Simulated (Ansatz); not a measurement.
## WF: relaxation of cell and atoms with PBE+D3(BJ)

The system is WF.

```
CELL_PARAMETERS angstrom
1.36589 0.78860 5.06960
-1.36589 0.78860 5.06960
0.00000 -1.57719 5.06960
ATOMIC_POSITIONS crystal
W 0.81412 0.81412 0.81412
F 0.93712 0.93712 0.93712
```

The cell was built by a generator and needn't be a form met in nature.

```yaml
Program: Ansatz 0.2.0
Task: relaxation of cell and atoms
Functional: PBE
Dispersion: D3(BJ)
Potentials_or_basis: Ansatz PAW
Cutoff: "420 eV (not typed: the program's choice for these potentials)"
k_mesh: 11 × 11 × 11
Occupations: fermi-dirac, width 0.05 eV
Spin: no spin polarisation
```

* Relaxed volume: 14.74 Å³/atom
* Relaxed cell: a = 4.860 Å, b = 4.860 Å, c = 4.860 Å, α = 32.51°, β = 32.51°, γ = 32.51°
* Space group after relaxing (to 0.05 Å): R3m (No. 160)
* Energy gained by relaxing: 19.2 meV/atom
* Ionic steps: 10
* Pressure after relaxing: 0.0 GPa
* Band gap on the k mesh: none (metal or under the smearing width)

Step by step:
| step | energy change (eV) | largest force (eV/Å) | volume (Å³) |
| --- | --- | --- | --- |
| 1 | 0.0000 | 0.0105 | 32.76 |
| 2 | -0.0266 | 0.3624 | 30.64 |
| 3 | -0.0368 | 0.4656 | 29.68 |
| 4 | -0.0402 | 0.1034 | 29.95 |
| 5 | -0.0414 | 0.0018 | 29.72 |
| 6 | -0.0415 | 0.0007 | 29.68 |
| 7 | -0.0382 | 0.0002 | 29.68 |
| 8 | -0.0389 | 0.0026 | 29.46 |
| 9 | -0.0389 | 0.0000 | 29.47 |
| 10 | -0.0384 | 0.0002 | 29.47 |

Final structure:
```xyz
2
Lattice="1.3602 0.7853 4.5990 -1.3602 0.7853 4.5990 0.0000 -1.5706 4.5990" Properties=species:S:1:pos:R:3 pbc="T T T"
W     0.0000    0.0000   11.1347
F     0.0000    0.0000   13.0272
```

Levels at points of the mesh, in eV from the Fermi level:
| k point | band 7 | band 8 | band 9 | band 10 | band 11 | band 12 | band 13 | band 14 |
| --- | --- | --- | --- | --- | --- | --- | --- | --- |
| (0.00, 0.00, 0.00) | -6.56 | -4.30 | -4.30 | -0.22 | -0.22 | -0.08 | 3.63 | 3.63 |

Run time: 39 s on 2 threads of Arm Neoverse V2, with other jobs on the host, peak memory 0.39 GiB.

Caveat: the plane-wave basis is chosen anew once the cell has moved, so the energies of steps on either side of that aren't comparable; the pressure holds a Pulay correction of +0.4 GPa for the finite cutoff; an odd number of electrons without spin polarisation forces a metal; a magnetic or distorted state may lie lower; pairwise dispersion overbinds metals, which lowers pressure and volume. Spin-orbit coupling is left out, which matters for the levels of W.
